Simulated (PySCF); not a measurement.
**A gas-phase reaction: AlCl2HS + H2O → AlCl2HO + H2S**

Aim: the reaction energy of `[SH][Al]([Cl])[Cl]` + `O` → `[OH][Al]([Cl])[Cl]` + `S`.

Programs: PySCF 2.14.0. All values are calculated, for the isolated system unless a continuum is named. Atoms count from 0, parts from 1.

## Step 1: Starting point

Each species was relaxed by itself at PBE0-D3(BJ)/def2-SVPD.

## Step 2: Reaction energy: wB97M-D3(BJ)/def2-TZVPD

Job settings and geometry (Å):

```
{"job": {"kind": "react", "xc": "wB97M-D3(BJ)", "basis": "def2-TZVPD"}, "charge": 0, "multiplicity": 1}
-1 AlCl2HS charge 0 multiplicity 1
S      0.049540    -0.970460     1.428970
Al     0.291320     0.349020    -0.272700
Cl    -1.225870     0.550100    -1.707750
Cl     2.070920     1.433230    -0.477260
H     -1.184300    -1.359870     1.029060

-1 H2O charge 0 multiplicity 1
O      0.005820     0.389350    -0.002200
H     -0.765730    -0.183270    -0.000570
H      0.759900    -0.206050     0.002760

+1 AlCl2HO charge 0 multiplicity 1
O      0.447150     0.616130    -1.112600
Al     0.013320    -0.242490     0.282970
Cl    -1.845480     0.015100     1.212730
Cl     1.382780    -1.593280     1.085560
H     -0.109210     1.256510    -1.557620

+1 H2S charge 0 multiplicity 1
S      0.000080     0.615380    -0.002310
H     -0.984310    -0.308380     0.006220
H      0.965340    -0.328380    -0.003640
```

Method: wB97M-D3(BJ)/def2-TZVPD reaction energy of separated species, gas phase.

On the command line:

```console
> OMP_NUM_THREADS=1 python cluster_run.py task.json out
```

One launch serves the whole session: the jobs run in the order shown.

Standard output:

```text
species 1 (AlCl2HS)
coarse grid: 27776 points
cycle   1  E = -1561.9951387356  dE =  2.220e-01  |g| = 4.063e-01  |ddm| = 1.914e+00
cycle   2  E = -1562.0264488888  dE = -3.131e-02  |g| = 3.335e-01  |ddm| = 7.110e-01
cycle   3  E = -1562.0526677987  dE = -2.622e-02  |g| = 2.664e-02  |ddm| = 3.104e-01
cycle   4  E = -1562.0529908373  dE = -3.230e-04  |g| = 8.645e-03  |ddm| = 4.184e-02
cycle   5  E = -1562.0530432551  dE = -5.242e-05  |g| = 3.424e-03  |ddm| = 1.859e-02
cycle   6  E = -1562.0530492599  dE = -6.005e-06  |g| = 7.267e-04  |ddm| = 4.702e-03
final grid: 52504 points
cycle   7  E = -1562.0529703473  dE = -5.011e-07  |g| = 3.850e-04  |ddm| = 2.460e-03
cycle   8  E = -1562.0529704300  dE = -8.264e-08  |g| = 2.364e-04  |ddm| = 7.045e-04
cycle   9  E = -1562.0529704505  dE = -2.055e-08  |g| = 7.127e-05  |ddm| = 2.544e-04
cycle  10  E = -1562.0529704577  dE = -7.178e-09  |g| = 2.215e-05  |ddm| = 2.424e-04
cycle  11  E = -1562.0529704580  dE = -2.503e-10  |g| = 4.630e-06  |ddm| = 3.991e-05
converged SCF energy = -1562.0529704580

species 2 (H2O)
coarse grid: 10128 points
cycle   1  E = -76.4117497916  dE = -7.454e-02  |g| = 5.872e-01  |ddm| = 8.994e-01
cycle   2  E = -76.4087421787  dE =  3.008e-03  |g| = 6.461e-01  |ddm| = 5.038e-01
cycle   3  E = -76.4759334249  dE = -6.719e-02  |g| = 2.731e-02  |ddm| = 2.374e-01
cycle   4  E = -76.4760586285  dE = -1.252e-04  |g| = 5.497e-03  |ddm| = 1.609e-02
cycle   5  E = -76.4760673053  dE = -8.677e-06  |g| = 8.214e-04  |ddm| = 5.831e-03
final grid: 21952 points
cycle   6  E = -76.4760630062  dE = -1.975e-07  |g| = 5.845e-04  |ddm| = 1.373e-03
cycle   7  E = -76.4760630130  dE = -6.836e-09  |g| = 6.468e-04  |ddm| = 6.470e-04
cycle   8  E = -76.4760630767  dE = -6.367e-08  |g| = 3.199e-05  |ddm| = 2.236e-04
cycle   9  E = -76.4760630775  dE = -8.228e-10  |g| = 4.132e-06  |ddm| = 1.105e-04
converged SCF energy = -76.4760630775

species 3 (AlCl2HO)
coarse grid: 26640 points
cycle   1  E = -1238.9700996740  dE =  2.483e-01  |g| = 7.549e-01  |ddm| = 1.997e+00
cycle   2  E = -1238.9540275759  dE =  1.607e-02  |g| = 8.875e-01  |ddm| = 1.172e+00
cycle   3  E = -1239.0877380574  dE = -1.337e-01  |g| = 6.816e-02  |ddm| = 5.925e-01
cycle   4  E = -1239.0887976448  dE = -1.060e-03  |g| = 2.992e-02  |ddm| = 8.659e-02
cycle   5  E = -1239.0890003393  dE = -2.027e-04  |g| = 4.585e-03  |ddm| = 2.309e-02
cycle   6  E = -1239.0890136810  dE = -1.334e-05  |g| = 9.433e-04  |ddm| = 9.480e-03
cycle   7  E = -1239.0890143825  dE = -7.016e-07  |g| = 3.514e-04  |ddm| = 1.827e-03
final grid: 51968 points
cycle   8  E = -1239.0889478296  dE = -1.285e-07  |g| = 2.280e-04  |ddm| = 2.211e-03
cycle   9  E = -1239.0889478412  dE = -1.165e-08  |g| = 1.626e-04  |ddm| = 3.874e-04
cycle  10  E = -1239.0889478468  dE = -5.648e-09  |g| = 3.459e-05  |ddm| = 1.228e-04
cycle  11  E = -1239.0889478474  dE = -5.084e-10  |g| = 2.171e-05  |ddm| = 5.746e-05
converged SCF energy = -1239.0889478474

species 4 (H2S)
coarse grid: 11264 points
cycle   1  E = -399.4336015001  dE = -1.424e-01  |g| = 1.945e-01  |ddm| = 1.016e+00
cycle   2  E = -399.4459454914  dE = -1.234e-02  |g| = 1.106e-01  |ddm| = 2.399e-01
cycle   3  E = -399.4491447728  dE = -3.199e-03  |g| = 1.578e-02  |ddm| = 9.278e-02
cycle   4  E = -399.4492191139  dE = -7.434e-05  |g| = 4.851e-03  |ddm| = 1.790e-02
cycle   5  E = -399.4492313509  dE = -1.224e-05  |g| = 9.336e-04  |ddm| = 7.536e-03
cycle   6  E = -399.4492320820  dE = -7.312e-07  |g| = 1.776e-04  |ddm| = 2.124e-03
final grid: 22496 points
cycle   7  E = -399.4492197629  dE = -2.327e-08  |g| = 1.134e-04  |ddm| = 6.108e-04
cycle   8  E = -399.4492197659  dE = -2.980e-09  |g| = 6.804e-05  |ddm| = 1.506e-04
cycle   9  E = -399.4492197666  dE = -7.674e-10  |g| = 8.746e-06  |ddm| = 5.993e-05
converged SCF energy = -399.4492197666

Reaction energy = -5.296 kcal/mol
```

Wall time 15 s (1 thread of Arm Neoverse V2, shared host); peak memory 0.64 GiB.

Species by species (with the dispersion term, which the log's SCF energies lack):

```csv
ν,species,energy (Eh),HOMO (eV)
-1,[SH][Al]([Cl])[Cl],-1562.05851,-10.55
-1,O,-76.47682,-11.72
+1,[OH][Al]([Cl])[Cl],-1239.09320,-11.69
+1,S,-399.45056,-9.89
```

## Step 3: Reaction energy: PBE0-D3(BJ)/def2-TZVPD

Same as in step 2 but for these lines:

```diff
@@ -1,2 +1,2 @@
-{"job": {"kind": "react", "xc": "wB97M-D3(BJ)", "basis": "def2-TZVPD"}, "charge": 0, "multiplicity": 1}
+{"job": {"kind": "react", "xc": "PBE0", "basis": "def2-TZVPD", "disp": "d3bj"}, "charge": 0, "multiplicity": 1}
 -1 AlCl2HS charge 0 multiplicity 1
```

Method: PBE0-D3(BJ)/def2-TZVPD reaction energy of separated species, gas phase.

Standard output:

```text
species 1 (AlCl2HS)
coarse grid: 7120 points
cycle   1  E = -1561.2681475427  dE =  2.292e-01  |g| = 3.686e-01  |ddm| = 2.004e+00
cycle   2  E = -1561.2573769448  dE =  1.077e-02  |g| = 4.466e-01  |ddm| = 8.407e-01
cycle   3  E = -1561.3080725309  dE = -5.070e-02  |g| = 4.884e-02  |ddm| = 4.523e-01
cycle   4  E = -1561.3085478254  dE = -4.753e-04  |g| = 2.015e-02  |ddm| = 4.753e-02
cycle   5  E = -1561.3086620333  dE = -1.142e-04  |g| = 2.175e-03  |ddm| = 1.814e-02
cycle   6  E = -1561.3086630761  dE = -1.043e-06  |g| = 1.103e-03  |ddm| = 2.554e-03
final grid: 52504 points
cycle   7  E = -1561.3106128890  dE = -1.847e-05  |g| = 5.947e-03  |ddm| = 2.802e-02
cycle   8  E = -1561.3106116991  dE =  1.190e-06  |g| = 5.530e-03  |ddm| = 9.678e-03
cycle   9  E = -1561.3106183742  dE = -6.675e-06  |g| = 5.249e-04  |ddm| = 5.703e-03
cycle  10  E = -1561.3106184668  dE = -9.257e-08  |g| = 1.007e-04  |ddm| = 5.664e-04
cycle  11  E = -1561.3106184696  dE = -2.745e-09  |g| = 2.337e-05  |ddm| = 9.357e-05
cycle  12  E = -1561.3106184697  dE = -1.321e-10  |g| = 9.371e-06  |ddm| = 2.423e-05
converged SCF energy = -1561.3106184697

species 2 (H2O)
coarse grid: 2328 points
cycle   1  E = -76.3044264636  dE = -5.305e-03  |g| = 6.571e-01  |ddm| = 9.011e-01
cycle   2  E = -76.1882038680  dE =  1.162e-01  |g| = 1.036e+00  |ddm| = 7.256e-01
cycle   3  E = -76.3820267149  dE = -1.938e-01  |g| = 3.132e-02  |ddm| = 4.396e-01
cycle   4  E = -76.3822090265  dE = -1.823e-04  |g| = 5.864e-03  |ddm| = 1.606e-02
cycle   5  E = -76.3822141657  dE = -5.139e-06  |g| = 7.850e-04  |ddm| = 2.507e-03
final grid: 21952 points
cycle   6  E = -76.3808944126  dE = -1.510e-05  |g| = 3.447e-03  |ddm| = 9.264e-03
cycle   7  E = -76.3808924481  dE =  1.965e-06  |g| = 4.751e-03  |ddm| = 3.317e-03
cycle   8  E = -76.3808961619  dE = -3.714e-06  |g| = 2.517e-04  |ddm| = 1.964e-03
cycle   9  E = -76.3808961725  dE = -1.061e-08  |g| = 2.393e-05  |ddm| = 1.100e-04
cycle  10  E = -76.3808961726  dE = -1.113e-10  |g| = 3.294e-06  |ddm| = 1.510e-05
converged SCF energy = -76.3808961726

species 3 (AlCl2HO)
coarse grid: 6584 points
cycle   1  E = -1238.3058399077  dE =  2.970e-01  |g| = 8.159e-01  |ddm| = 2.119e+00
cycle   2  E = -1238.0309133531  dE =  2.749e-01  |g| = 1.441e+00  |ddm| = 1.568e+00
cycle   3  E = -1238.4285274639  dE = -3.976e-01  |g| = 1.352e-01  |ddm| = 1.049e+00
cycle   4  E = -1238.4323194335  dE = -3.792e-03  |g| = 5.573e-02  |ddm| = 1.588e-01
cycle   5  E = -1238.4329159194  dE = -5.965e-04  |g| = 9.499e-03  |ddm| = 4.797e-02
cycle   6  E = -1238.4329359231  dE = -2.000e-05  |g| = 3.584e-03  |ddm| = 1.048e-02
cycle   7  E = -1238.4329392479  dE = -3.325e-06  |g| = 3.603e-04  |ddm| = 2.657e-03
final grid: 51968 points
cycle   8  E = -1238.4345548856  dE = -2.064e-05  |g| = 5.724e-03  |ddm| = 2.030e-02
cycle   9  E = -1238.4345478926  dE =  6.993e-06  |g| = 8.263e-03  |ddm| = 8.330e-03
cycle  10  E = -1238.4345597034  dE = -1.181e-05  |g| = 1.012e-03  |ddm| = 5.481e-03
cycle  11  E = -1238.4345598594  dE = -1.560e-07  |g| = 1.420e-04  |ddm| = 7.235e-04
cycle  12  E = -1238.4345598636  dE = -4.221e-09  |g| = 4.686e-05  |ddm| = 1.762e-04
cycle  13  E = -1238.4345598642  dE = -5.941e-10  |g| = 9.342e-06  |ddm| = 4.490e-05
converged SCF energy = -1238.4345598642

species 4 (H2S)
coarse grid: 2864 points
cycle   1  E = -399.2518636313  dE = -9.250e-02  |g| = 1.630e-01  |ddm| = 1.023e+00
cycle   2  E = -399.2538579296  dE = -1.994e-03  |g| = 1.600e-01  |ddm| = 2.978e-01
cycle   3  E = -399.2614719981  dE = -7.614e-03  |g| = 1.497e-02  |ddm| = 1.477e-01
cycle   4  E = -399.2614866100  dE = -1.461e-05  |g| = 1.103e-03  |ddm| = 5.881e-03
cycle   5  E = -399.2614869903  dE = -3.804e-07  |g| = 6.136e-04  |ddm| = 1.717e-03
final grid: 22496 points
cycle   6  E = -399.2625175883  dE = -7.085e-06  |g| = 4.896e-03  |ddm| = 1.692e-02
cycle   7  E = -399.2625182210  dE = -6.326e-07  |g| = 3.960e-03  |ddm| = 6.698e-03
cycle   8  E = -399.2625211533  dE = -2.932e-06  |g| = 2.911e-04  |ddm| = 3.504e-03
cycle   9  E = -399.2625211810  dE = -2.777e-08  |g| = 3.582e-05  |ddm| = 2.357e-04
cycle  10  E = -399.2625211814  dE = -3.627e-10  |g| = 6.383e-06  |ddm| = 2.919e-05
converged SCF energy = -399.2625211814

Reaction energy = -2.768 kcal/mol
```

It took 7.7 s on 1 thread of Arm Neoverse V2, shared host; peak memory 0.62 GiB.

Reaction energy at this level: -2.77 kcal/mol.

## Step 4: Reaction energy: MP2/def2-TZVPD

Same as in step 3 but for these lines:

```diff
@@ -1,2 +1,2 @@
-{"job": {"kind": "react", "xc": "PBE0", "basis": "def2-TZVPD", "disp": "d3bj"}, "charge": 0, "multiplicity": 1}
+{"job": {"kind": "react", "xc": "MP2", "basis": "def2-TZVPD"}, "charge": 0, "multiplicity": 1}
 -1 AlCl2HS charge 0 multiplicity 1
```

Method: MP2/def2-TZVPD reaction energy of separated species, gas phase.

Standard output:

```text
species 1 (AlCl2HS)
final grid: 52504 points
cycle   1  E = -1559.2226207176  dE =  2.240e-01  |g| = 3.922e-01  |ddm| = 1.885e+00
cycle   2  E = -1559.2707696156  dE = -4.815e-02  |g| = 1.990e-01  |ddm| = 5.446e-01
cycle   3  E = -1559.2810554677  dE = -1.029e-02  |g| = 3.444e-02  |ddm| = 2.005e-01
cycle   4  E = -1559.2818173438  dE = -7.619e-04  |g| = 9.870e-03  |ddm| = 6.138e-02
cycle   5  E = -1559.2818894379  dE = -7.209e-05  |g| = 2.818e-03  |ddm| = 1.811e-02
cycle   6  E = -1559.2818958548  dE = -6.417e-06  |g| = 8.769e-04  |ddm| = 4.607e-03
cycle   7  E = -1559.2818964827  dE = -6.279e-07  |g| = 2.184e-04  |ddm| = 1.643e-03
cycle   8  E = -1559.2818965266  dE = -4.391e-08  |g| = 5.601e-05  |ddm| = 4.778e-04
cycle   9  E = -1559.2818965297  dE = -3.030e-09  |g| = 1.906e-05  |ddm| = 1.167e-04
cycle  10  E = -1559.2818965301  dE = -3.806e-10  |g| = 5.869e-06  |ddm| = 4.391e-05
converged SCF energy = -1559.2818965301

species 2 (H2O)
final grid: 21952 points
cycle   1  E = -76.0248943123  dE = -1.467e-01  |g| = 4.364e-01  |ddm| = 8.776e-01
cycle   2  E = -76.0503803704  dE = -2.549e-02  |g| = 2.594e-01  |ddm| = 2.972e-01
cycle   3  E = -76.0608894914  dE = -1.051e-02  |g| = 2.594e-02  |ddm| = 1.025e-01
cycle   4  E = -76.0610468516  dE = -1.574e-04  |g| = 5.694e-03  |ddm| = 1.523e-02
cycle   5  E = -76.0610612194  dE = -1.437e-05  |g| = 1.176e-03  |ddm| = 5.302e-03
cycle   6  E = -76.0610621092  dE = -8.898e-07  |g| = 2.235e-04  |ddm| = 1.658e-03
cycle   7  E = -76.0610621459  dE = -3.670e-08  |g| = 3.304e-05  |ddm| = 3.733e-04
cycle   8  E = -76.0610621466  dE = -6.657e-10  |g| = 4.159e-06  |ddm| = 3.886e-05
converged SCF energy = -76.0610621466

species 3 (AlCl2HO)
final grid: 51968 points
cycle   1  E = -1236.5667360996  dE =  1.826e-01  |g| = 5.931e-01  |ddm| = 1.969e+00
cycle   2  E = -1236.6226380734  dE = -5.590e-02  |g| = 3.773e-01  |ddm| = 7.401e-01
cycle   3  E = -1236.6471799660  dE = -2.454e-02  |g| = 4.330e-02  |ddm| = 2.644e-01
cycle   4  E = -1236.6478089033  dE = -6.289e-04  |g| = 1.514e-02  |ddm| = 6.197e-02
cycle   5  E = -1236.6478837350  dE = -7.483e-05  |g| = 3.562e-03  |ddm| = 1.624e-02
cycle   6  E = -1236.6478912726  dE = -7.538e-06  |g| = 9.395e-04  |ddm| = 6.323e-03
cycle   7  E = -1236.6478919360  dE = -6.633e-07  |g| = 2.543e-04  |ddm| = 1.829e-03
cycle   8  E = -1236.6478919833  dE = -4.734e-08  |g| = 5.810e-05  |ddm| = 5.328e-04
cycle   9  E = -1236.6478919856  dE = -2.311e-09  |g| = 1.788e-05  |ddm| = 1.085e-04
cycle  10  E = -1236.6478919858  dE = -2.258e-10  |g| = 4.089e-06  |ddm| = 3.931e-05
converged SCF energy = -1236.6478919858

species 4 (H2S)
final grid: 22496 points
cycle   1  E = -398.6881063192  dE = -1.695e-01  |g| = 2.014e-01  |ddm| = 9.977e-01
cycle   2  E = -398.7050963803  dE = -1.699e-02  |g| = 7.023e-02  |ddm| = 1.849e-01
cycle   3  E = -398.7068539283  dE = -1.758e-03  |g| = 2.154e-02  |ddm| = 5.634e-02
cycle   4  E = -398.7071967305  dE = -3.428e-04  |g| = 6.311e-03  |ddm| = 2.471e-02
cycle   5  E = -398.7072261440  dE = -2.941e-05  |g| = 1.395e-03  |ddm| = 9.170e-03
cycle   6  E = -398.7072276256  dE = -1.482e-06  |g| = 3.129e-04  |ddm| = 2.398e-03
cycle   7  E = -398.7072277112  dE = -8.569e-08  |g| = 5.003e-05  |ddm| = 6.832e-04
cycle   8  E = -398.7072277135  dE = -2.252e-09  |g| = 1.186e-05  |ddm| = 9.128e-05
cycle   9  E = -398.7072277136  dE = -1.258e-10  |g| = 1.950e-06  |ddm| = 2.073e-05
converged SCF energy = -398.7072277136

Reaction energy = -5.041 kcal/mol
```

It took 4.4 s on 1 thread of Arm Neoverse V2, shared host; peak memory 0.49 GiB.

Reaction energy at this level: -5.04 kcal/mol.

## Step 5: Side by side

Energies in kcal/mol, with wall time:

```csv
run,reaction,time
wB97M-D3(BJ)/def2-TZVPD,-5.30,15 s
PBE0-D3(BJ)/def2-TZVPD,-2.77,7.7 s
MP2/def2-TZVPD,-5.04,4.4 s
```

## Step 6: Outcome

```
                                                quantity                    value
               reaction energy (wB97M-D3(BJ)/def2-TZVPD)           -5.30 kcal/mol
                     ΔH, ΔG at 298 K (xTB thermal terms)      -6.9, -6.8 kcal/mol
range of the reaction energy over the runs of this table  -5.30 to -2.77 kcal/mol
```

The reaction is exothermic by 6.9 kcal/mol in the gas phase; dispersion gives +0.44, and xTB itself gave -19.78 for the electronic energy (xTB energies and thermal terms come from the earlier relaxation of each species, not shown). No barrier was sought. xTB and this level differ widely in the electronic energy, so what comes from xTB (the thermal terms above all) is less safe here. The reaction energy runs from -5.30 (wB97M-D3(BJ)/def2-TZVPD) to -2.77 kcal/mol (PBE0-D3(BJ)/def2-TZVPD).
